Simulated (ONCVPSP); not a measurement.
# Pseudopotential generation for lutetium: ONCV, PBE

Task: generate the file, and judge it by its errors in other configurations, its logarithmic derivatives, its ghosts and its cutoff.

Program: ONCVPSP 4.0.1.1 (patched build). Reference atom: PBE, scalar-relativistic, spherical and spin-unpolarised. All values are calculated.

15 further runs of the same task are left out: 4 that didn't finish, 11 set aside as unsound or not needed.

## 1. Starting point

Typed settings, in words:

* element: lutetium (Lu, Z = 71)
* type: optimised norm-conserving Vanderbilt (ONCV)
* frozen core: [Kr] 4d10
* valence charge: 25
* reference configuration: 4f14 5s2 5p6 5d1 6s1.5 (charge +0.5)
* partial waves: 5s+6s: rc 2.05 bohr, ncon 3, nbas 6, qcut 7.4 1/bohr, 2 projectors; 5p: rc 1.25 bohr, ncon 4, nbas 7, qcut 7.9 1/bohr, 2 projectors, debl 1.7 Ha; 5d: rc 3.15 bohr, ncon 4, nbas 9, qcut 6 1/bohr, 3 projectors, debl 1.5 Ha; 4f: rc 1.20 bohr, ncon 4, nbas 9, qcut 17.1 1/bohr, 2 projectors, debl 3.8 Ha
* local potential: polynomial inside 0.85 bohr (lpopt 5, dvloc0 0 Ha)
* core correction: not asked for

The nodes and maxima of the atom's own shells, from an earlier all-electron run, set the scale for the radii.

All-electron outer shells of the reference configuration (PBE, scalar-relativistic, ld1.x):

```tsv
shell	level (eV)	outermost node (bohr)	outermost maximum (bohr)
4d	-195.08	0.23	0.48
5s	-64.23	0.57	1.04
5p	-34.84	0.61	1.19
4f	-12.79	–	0.47
6s	-7.33	1.41	3.00
5d	-4.65	0.68	1.82
6p	-3.57	1.72	4.00
```

## 2. Generation

Lu.dat

```
# ATOM AND REFERENCE CONFIGURATION
# atsym  z   nc   nv     iexc    psfile
  Lu 71.00    9    5        4      upf
#
#   n    l    f
    1    0    2.00
    2    0    2.00
    2    1    6.00
    3    0    2.00
    3    1    6.00
    3    2   10.00
    4    0    2.00
    4    1    6.00
    4    2   10.00
    4    3   14.00
    5    0    2.00
    5    1    6.00
    5    2    1.00
    6    0    1.50
#
# PSEUDOPOTENTIAL AND OPTIMIZATION
# lmax
    3
#
#   l,   rc,      ep,       ncon, nbas, qcut
    0    2.05    0.00    3    6    7.40
    1    1.25    0.00    4    7    7.90
    2    3.15    0.00    4    9    6.00
    3    1.20    0.00    4    9   17.10
#
# LOCAL POTENTIAL
# lloc, lpopt,  rc(5),   dvloc0
    4    5    0.85    0.00
#
# VANDERBILT-KLEINMAN-BYLANDER PROJECTORs
# l, nproj, debl
    0    2    2.00
    1    2    1.70
    2    3    1.50
    3    2    3.80
#
# MODEL CORE CHARGE
# icmod, fcfact, rcfact
    0    0.00    0.00
#
# LOG DERIVATIVE ANALYSIS
# epsh1, epsh2, depsh
   -4.00    5.00    0.02
#
# OUTPUT GRID
# rlmax, drl
    6.00    0.01
#
# TEST CONFIGURATIONS
# ncnf
    4
# nvcnf
#   n    l    f
    5
    4    3   14.00
    5    0    2.00
    5    1    6.00
    5    2    1.00
    6    0    2.00
#
    5
    4    3   14.00
    5    0    2.00
    5    1    6.00
    5    2    1.00
    6    0    1.00
#
    5
    4    3   14.00
    5    0    2.00
    5    1    6.00
    5    2    1.00
    6    0    0.00
#
    6
    4    3   14.00
    5    0    2.00
    5    1    6.00
    5    2    1.00
    6    0    0.00
    6    1    1.00
#
```

Started as:

```
oncvpsp.x < Lu.dat > Lu.out
```

Before running it: what results should come out? Wanted: cutoffs for 1 and 0.1 mHa per electron, occupied waves; bound ghosts; GHOST(+) flags; largest test error; largest phase difference near zero energy, channels read.

**Answer**, as computed:

| quantity | value |
| --- | --- |
| cutoffs for 1 and 0.1 mHa per electron, occupied waves | 111 Ha and 122 Ha |
| bound ghosts | s at -225.54 eV |
| GHOST(+) flags | p at 91 eV, d at 75 eV |
| largest test error (AE − PS) | -6.7 meV, for 4f14 5s2 5p6 5d1 6s0 |
| largest phase difference near zero energy, channels read | 0.000 rad |

What this shows: A bound ghost (s) makes it unfit for use: electrons can fall into a state that the atom doesn't have. By total energies transferability is good: the largest error is 6.7 meV on 17.7 eV, for 4f14 5s2 5p6 5d1 6s0. Atomic tests can pass in spite of a ghost, since they solve only for the levels asked. It counts as very hard, with 111 Ha needed at the looser tolerance. At the looser tolerance the 4f wave is the slowest; 5p needs 27 Ha. Near zero energy the phases of the channels with partial waves agree within 0.001 rad. The program also flags highly localised states, GHOST(+) (p, d). These are tests on the free atom; a crystal test is still owed.
